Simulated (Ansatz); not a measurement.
## InSb3 in Ansatz: the effect of functional

Crystal: InSb3.

```xyz
4
Lattice="4.7414 0.0000 0.0000 0.0000 4.7414 0.0000 0.0000 0.0000 4.7414" Properties=species:S:1:pos:R:3 pbc="T T T"
Sb    2.3707    2.3707    0.0000
Sb    0.0000    2.3707    2.3707
Sb    2.3707    0.0000    2.3707
In    0.0000    0.0000    0.0000
```

The cell comes from a database or a generator and needn't be the stable form of this composition.

The cell isn't the ideal one: volume scaled by 0.96.

Alike in all runs:

| Quantity | Value |
| --- | --- |
| Program | Ansatz 0.2.0 |
| Task | single point |
| Potentials or basis | Ansatz PAW |
| k mesh | 6 × 6 × 6 |
| Occupations | fermi-dirac, width 0.05 eV |
| Spin | no spin polarisation |

```tsv
functional	cutoff	pressure (GPa)
LDA	420 eV (not typed: the program's choice for these potentials)	-1.9
r2SCAN	500 eV (not typed: the program's choice for these potentials)	1.7
PBE	420 eV (not typed: the program's choice for these potentials)	?
```

**Question.** What does the run with functional PBE give?

**Answer.** Pressure 2.5 GPa.

Caveats: the PAW data sets come from PBE, with cores solved anew for the run's functional, which leaves a small shift of forces and pressure (some runs).
